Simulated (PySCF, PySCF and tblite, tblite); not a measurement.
# C2H10SSi3: a path driven as rotation about a bond, and NMR exchange

Aim: the barrier and rate of rotation about a bond in C2H10SSi3 (`C=CS[SiH]([SiH3])[SiH3]`), and what it does to NMR lines.

Computed with tblite 0.8.0 (tight binding) and PySCF 2.14.0 (DFT, with response routines of our own); each step states its level. Atoms count from 0 throughout.

## 1. The starting structure

16 atoms, charge 0, multiplicity 1; geometry from: force field or distance geometry start.

Bonds of the start (Å): C0–C1 1.35, C0–H6 1.08, C0–H7 1.08, C1–H8 1.07, C1–S2 1.74, S2–Si3 2.17, Si3–H9 1.51, Si3–Si4 2.30, Si3–Si5 2.29, Si4–H10 1.50, Si4–H11 1.49, Si4–H12 1.49, Si5–H13 1.48, Si5–H14 1.49, Si5–H15 1.50.

## 2. GFN2-xTB relaxation, start minimum

What the job is given:

```
{"job": {"xc": "GFN2-xTB", "basis": "xTB", "kind": "relax"}, "charge": 0, "multiplicity": 1}
C      3.306500     0.058300    -0.625300
C      1.980600     0.040700    -0.381400
S      1.416600    -0.150600     1.248900
Si    -0.747600    -0.122600     1.145700
Si    -1.576500    -1.813700    -0.166500
Si    -1.569600     1.812300     0.237800
H      4.040000    -0.028100     0.160200
H      3.670100     0.180700    -1.635100
H      1.295800     0.129900    -1.200900
H     -1.255200    -0.289200     2.553500
H     -1.070000    -1.661500    -1.565900
H     -1.172900    -3.153400     0.334000
H     -3.066200    -1.759200    -0.204600
H     -3.046300     1.780100     0.187500
H     -1.059500     1.984000    -1.146700
H     -1.153500     3.001200     1.047500
```

Command:

```
> OMP_NUM_THREADS=1 python ens_run.py task.json out
```

This one command runs the whole study; its stages follow in the order run.

Output:

```text
step      E/eV     max force
  0    -483.51068    1.855
  1    -483.57484    1.391
  2    -483.61797    0.402
  3    -483.63609    0.361
  4    -483.65403    0.411
  5    -483.67480    0.411
  6    -483.69318    0.435
  7    -483.71059    0.452
  8    -483.72304    0.288
  9    -483.73189    0.337
 10    -483.73926    0.300
 11    -483.74528    0.179
 12    -483.74883    0.119
 13    -483.75110    0.114
 14    -483.75323    0.138
 15    -483.75516    0.126
 16    -483.75641    0.079
 17    -483.75702    0.061
 18    -483.75747    0.065
 19    -483.75823    0.126
 20    -483.75953    0.179
 21    -483.76124    0.180
 22    -483.76272    0.118
 23    -483.76376    0.069
 24    -483.76468    0.087
 25    -483.76578    0.114
 26    -483.76720    0.128
 27    -483.76867    0.109
 28    -483.76993    0.095
 29    -483.77098    0.101
 30    -483.77187    0.092
 31    -483.77248    0.065
 32    -483.77287    0.055
 33    -483.77324    0.067
 34    -483.77383    0.093
 35    -483.77483    0.119
 36    -483.77633    0.132
 37    -483.77807    0.126
 38    -483.77963    0.117
 39    -483.78070    0.099
 40    -483.78130    0.067
 41    -483.78162    0.039
 42    -483.78183    0.035
 43    -483.78207    0.050
 44    -483.78249    0.068
 45    -483.78318    0.078
 46    -483.78394    0.074
 47    -483.78444    0.050
 48    -483.78462    0.024
 49    -483.78469    0.026
 50    -483.78477    0.023
 51    -483.78486    0.021
 52    -483.78492    0.020
 53    -483.78495    0.013
 54    -483.78497    0.011
 55    -483.78499    0.013
 56    -483.78500    0.012
 57    -483.78501    0.007
 58    -483.78502    0.004
 59    -483.78502    0.006
 60    -483.78503    0.011
 61    -483.78504    0.018
 62    -483.78507    0.023
 63    -483.78510    0.020
 64    -483.78512    0.011
 65    -483.78514    0.010
 66    -483.78516    0.012
 67    -483.78519    0.018
 68    -483.78523    0.020
 69    -483.78527    0.017
 70    -483.78529    0.015
 71    -483.78530    0.011
 72    -483.78531    0.006
 73    -483.78531    0.005
 74    -483.78532    0.004
 75    -483.78532    0.003
```

Run time: 0.55 s. Hardware: 1 thread of Intel Xeon 6975P-C, shared host.

Relaxing gained 0.275 eV and moved the atoms by 0.23 Å on average (rms).

## 3. Relaxed scan, rotation

What the job is given:

```
{"job": {"xc": "GFN2-xTB", "basis": "xTB", "coordinate": [["t", [0, 1, 2, 3], 0.5], ["t", [8, 1, 2, 3], 0.5]], "kind": "drive"}, "charge": 0, "multiplicity": 1}
C      3.127293     0.065490    -0.648446
C      1.848876     0.030029    -0.312033
S      1.299415    -0.158150     1.343595
Si    -0.870810    -0.115895     1.042834
Si    -1.459258    -2.001525    -0.196951
Si    -1.445421     2.004722     0.261047
H      3.903585    -0.020320     0.091357
H      3.431456     0.181925    -1.674109
H      1.060857     0.115080    -1.046987
H     -1.244549    -0.276877     2.453458
H     -0.933687    -1.926889    -1.565216
H     -1.001139    -3.274942     0.360503
H     -2.919858    -2.046758    -0.296558
H     -2.905467     2.077642     0.169614
H     -0.914089     2.238400    -1.086944
H     -0.984802     3.117012     1.093425
```

Output:

```text
point  coordinate     E/eV
  0    104.800     -483.78135
  1    119.800     -483.77143
  2    134.700     -483.75689
  3    149.700     -483.73753
  4    164.800     -483.72139
  5    179.900     -483.71489
  6    194.900     -483.71523
  7    210.100     -483.73981
  8    225.200     -483.78416
  9    240.100     -483.81405
 10    255.000     -483.83141
 11    269.900     -483.83495
```

It took 4.4 s on 1 thread of Intel Xeon 6975P-C, shared host.

The highest point is number 5, 1.5 kcal/mol above the first.

## 4. Nudged elastic band, leg 1

Changed since step 3:

```diff
@@ -1,2 +1,2 @@
-{"job": {"xc": "GFN2-xTB", "basis": "xTB", "coordinate": [["t", [0, 1, 2, 3], 0.5], ["t", [8, 1, 2, 3], 0.5]], "kind": "drive"}, "charge": 0, "multiplicity": 1}
+{"job": {"xc": "GFN2-xTB", "basis": "xTB", "kind": "neb"}, "charge": 0, "multiplicity": 1}
 C      3.127293     0.065490    -0.648446
```

Output:

```text
image   E - E0 / eV
  0       0.0000
  1       0.0232
  2       0.0633
  3       0.0703
  4       0.0263
  5      -0.0370
  6      -0.0559
```

It took 2.2 s on 1 thread of Intel Xeon 6975P-C, shared host.

The highest point is number 3, 1.6 kcal/mol above the first.

## 5. Saddle search, leg 1

What the job is given:

```
{"job": {"xc": "GFN2-xTB", "basis": "xTB", "kind": "saddle"}, "charge": 0, "multiplicity": 1}
C      2.322135    -0.422715    -0.811228
C      2.123864     0.578341     0.025481
S      1.355041     0.383714     1.605016
Si    -0.717695    -0.020105     1.030798
Si    -0.944484    -1.979550    -0.206281
Si    -1.611563     1.947727     0.161348
H      1.989522    -1.420086    -0.576825
H      2.828363    -0.285726    -1.751531
H      2.469614     1.583776    -0.165459
H     -1.198721    -0.250337     2.399885
H     -0.388099    -1.860515    -1.557666
H     -0.350529    -3.180821     0.384898
H     -2.379271    -2.228632    -0.359728
H     -3.068388     1.819190     0.079450
H     -1.113097     2.184180    -1.198684
H     -1.316692     3.151558     0.940529
```

Output:

```text
step      E/eV     max force
  0    -483.71506   0.0399
  1    -483.71694   0.0689
  2    -483.71544   0.2129
  3    -483.71771   0.0329
  4    -483.71788   0.0377
  5    -483.71806   0.0694
  6    -483.71800   0.0441
  7    -483.71767   0.0834
  8    -483.71818   0.0285
  9    -483.71812   0.0359
 10    -483.71807   0.0441
 11    -483.71818   0.0367
 12    -483.71820   0.0650
 13    -483.71849   0.0543
 14    -483.71843   0.1315
 15    -483.71865   0.0434
 16    -483.71887   0.0084
 17    -483.71889   0.0024
lowest wavenumbers (cm-1): -63.1 29.0 53.8 74.4 83.6 97.1
```

Run time: 9.1 s. Hardware: 1 thread of Intel Xeon 6975P-C, shared host.

Point group C1; 1 imaginary mode, 63i cm⁻¹, carried by C0, H6, H8, C1. Steps downhill from it reached both ends.

## 6. Shieldings, start: BP86/pcSseg-1 in dimethylsulfoxide

What the job is given:

```
{"job": {"kind": "nmr", "xc": "BP86", "basis": "pcSseg-1", "solvent": "dimethylsulfoxide", "pop": false}, "charge": 0, "multiplicity": 1}
C      3.127293     0.065490    -0.648446
C      1.848876     0.030029    -0.312033
S      1.299415    -0.158150     1.343595
Si    -0.870810    -0.115895     1.042834
Si    -1.459258    -2.001525    -0.196951
Si    -1.445421     2.004722     0.261047
H      3.903585    -0.020320     0.091357
H      3.431456     0.181925    -1.674109
H      1.060857     0.115080    -1.046987
H     -1.244549    -0.276877     2.453458
H     -0.933687    -1.926889    -1.565216
H     -1.001139    -3.274942     0.360503
H     -2.919858    -2.046758    -0.296558
H     -2.905467     2.077642     0.169614
H     -0.914089     2.238400    -1.086944
H     -0.984802     3.117012     1.093425
```

Output:

```text
coarse grid: 14872 points
cycle   1  E = -1348.8630281721  dE =  1.619e-01  |g| = 4.119e-01  |ddm| = 3.696e+00
cycle   2  E = -1348.8101194642  dE =  5.291e-02  |g| = 5.873e-01  |ddm| = 1.156e+00
cycle   3  E = -1348.9086351947  dE = -9.852e-02  |g| = 1.069e-01  |ddm| = 8.384e-01
cycle   4  E = -1348.9114521312  dE = -2.817e-03  |g| = 5.297e-02  |ddm| = 1.572e-01
cycle   5  E = -1348.9121726578  dE = -7.205e-04  |g| = 1.401e-02  |ddm| = 6.228e-02
cycle   6  E = -1348.9122258290  dE = -5.317e-05  |g| = 3.449e-03  |ddm| = 1.877e-02
cycle   7  E = -1348.9122288140  dE = -2.985e-06  |g| = 1.247e-03  |ddm| = 6.170e-03
final grid: 123664 points
cycle   8  E = -1348.9610504579  dE = -2.404e-05  |g| = 3.268e-03  |ddm| = 2.668e-02
cycle   9  E = -1348.9610479770  dE =  2.481e-06  |g| = 3.945e-03  |ddm| = 7.404e-03
cycle  10  E = -1348.9610521449  dE = -4.168e-06  |g| = 1.080e-03  |ddm| = 5.396e-03
cycle  11  E = -1348.9610523588  dE = -2.138e-07  |g| = 5.004e-04  |ddm| = 1.473e-03
cycle  12  E = -1348.9610524445  dE = -8.574e-08  |g| = 8.128e-05  |ddm| = 5.374e-04
cycle  13  E = -1348.9610524462  dE = -1.728e-09  |g| = 2.337e-05  |ddm| = 1.188e-04
cycle  14  E = -1348.9610524464  dE = -1.260e-10  |g| = 5.200e-06  |ddm| = 2.715e-05
converged SCF energy = -1348.9610524464

GIAO shielding tensors (ppm)
atom      isotropic    diamagn.    paramagn.     s11        s22        s33       span
  0 C       62.382     251.506    -189.124    -48.351     80.537    154.960    203.310
  1 C       42.800     263.807    -221.007    -60.346     51.799    136.947    197.293
  2 S      565.730    1059.909    -494.179    365.285    524.282    807.622    442.338
  3 Si     379.118     881.236    -502.118    308.683    385.210    443.460    134.777
  4 Si     445.896     880.884    -434.988    418.783    453.726    465.178     46.394
  5 Si     445.966     880.882    -434.916    418.976    453.750    465.170     46.194
  6 H       26.069      30.419      -4.350     22.393     24.787     31.028      8.634
  7 H       25.883      29.908      -4.025     21.967     24.900     30.781      8.813
  8 H       25.287      35.406     -10.119     22.173     23.740     29.947      7.773
  9 H       26.578      29.436      -2.858     23.530     24.726     31.478      7.948
 10 H       27.892      29.634      -1.742     24.473     26.887     32.317      7.844
 11 H       28.031      28.926      -0.895     24.697     25.768     33.629      8.933
 12 H       28.078      28.914      -0.836     24.357     25.943     33.935      9.579
 13 H       28.080      28.915      -0.834     24.357     25.949     33.935      9.578
 14 H       27.891      29.631      -1.740     24.468     26.894     32.312      7.845
 15 H       28.030      28.920      -0.891     24.697     25.760     33.633      8.937
```

Wall time 15 s (1 thread of Intel Xeon 6975P-C, shared host); peak memory 0.74 GiB.

Key values: HOMO -5.50 eV, LUMO -1.60 eV; dipole 2.01 D.

[end of part 1 of 2]
